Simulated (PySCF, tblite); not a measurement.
# C₅H₉F₃Si: geometry, infrared bands and NMR shifts

What infrared bands and NMR shifts should C₅H₉F₃Si (`C=C[Si@@H](CC)C(F)(F)F`) show?

Programs: tblite 0.8.0 and PySCF 2.14.0, with density-fitted response routines of our own. Each step states its level of theory. These are calculated values for one molecule in the gas phase, unless marked as measured. Atoms are numbered from 0 throughout.

## (1) Starting geometry

18 atoms, charge 0, multiplicity 1; geometry from: force field or distance geometry start.

Bonds of the start (Å): C0–C1 1.35, C1–Si2 1.84, Si2–C3 1.90, C3–C4 1.54, Si2–C5 1.84, C5–F6 1.36, C5–F7 1.36, C5–F8 1.35, C0–H9 1.08, C0–H10 1.08, C1–H11 1.09, Si2–H12 1.48, C3–H13 1.09, C3–H14 1.09, C4–H15 1.09, C4–H16 1.10, C4–H17 1.09.

## (2) Optimising the geometry with GFN2-xTB

The job: settings as JSON, then the geometry in Å.

```
{"job": {"kind": "relax", "xc": "GFN2-xTB", "basis": "xTB"}, "charge": 0, "multiplicity": 1}
C      2.509800    -1.134600     0.350000
C      1.635100    -0.141400     0.625000
Si     0.393800     0.567300    -0.540300
C     -0.987000    -0.704700    -0.841800
C     -1.822600    -1.070200     0.396300
C     -0.332000     2.171600     0.000700
F      0.617800     3.144100     0.095400
F     -0.907400     2.072500     1.226900
F     -1.270100     2.617100    -0.855700
H      2.539700    -1.612300    -0.619300
H      3.198200    -1.488300     1.101400
H      1.628700     0.305800     1.622600
H      1.082900     0.716000    -1.842800
H     -1.643800    -0.326900    -1.619600
H     -0.526200    -1.614800    -1.226200
H     -2.580500    -1.813100     0.135000
H     -2.340800    -0.188000     0.791200
H     -1.204500    -1.493800     1.189600
```

Run with:

```bash
> OMP_NUM_THREADS=1 python probes_run.py task.json out
```

One launch serves the whole session: the jobs run in the order shown.

**Question.** This job is followed by: GFN2-xTB harmonic vibrations, gas phase; GIAO PBE0/pcSseg-1 NMR shielding, non-relativistic, gas phase. Predict these results of the whole session: strongest single infrared mode (GFN2-xTB); zero-point energy (GFN2-xTB); ¹³C shifts against TMS (PBE0/pcSseg-1); ¹H shifts against TMS (PBE0/pcSseg-1, means over atoms taken as alike); ²⁹Si shifts against TMS (PBE0/pcSseg-1); ¹⁹F shifts against CFCl3 (PBE0/pcSseg-1, means over atoms taken as alike); surface potential, 1st and 99th percentile.

The runs gave:

```
                                                                 quantity                                         value
                                strongest single infrared mode (GFN2-xTB)                         2257 cm⁻¹, 278 km/mol
                                             zero-point energy (GFN2-xTB)                                 80.2 kcal/mol
                                   ¹³C shifts against TMS (PBE0/pcSseg-1)             148.0, 140.5, 137.5, 9.0, 8.8 ppm
   ¹H shifts against TMS (PBE0/pcSseg-1, means over atoms taken as alike)  6.79, 6.71, 6.25, 4.68, 1.18, 1.17, 0.87 ppm
                                  ²⁹Si shifts against TMS (PBE0/pcSseg-1)                                     -26.9 ppm
¹⁹F shifts against CFCl3 (PBE0/pcSseg-1, means over atoms taken as alike)                                     -74.4 ppm
                                    surface potential, 1st and 99th percentile                            -0.80 V and 1.30 V
```

Over 86 steps the energy fell by 0.301 eV; of the close pairs, Si2–C5 changed most, 1.842 to 1.956 Å. The lowest mode is slightly imaginary (20i cm⁻¹), a soft motion within the noise of the Hessian, so the minimum is not strictly shown. The strongest single mode, at 2257 cm⁻¹, moves mainly H12. GFN2-xTB is a fitted tight-binding method: band positions and strengths are rough. Its intensities can rank the bands wrongly. C0 (terminal =CH2 carbon) lies farthest downfield among carbon, at 148.0 ppm; as expected for a trigonal carbon in a double bond. At PBE0/pcSseg-1: Shielding is most anisotropic at C0 (span 261 ppm, paramagnetic term -214 ppm). At PBE0/pcSseg-1, counted by nearest atom on the grid, the HOMO lies on C0, C1 about 29 % each; C3 12 %, the LUMO on C0, C1 about 28 % each; H9, H10 about 8 % each.
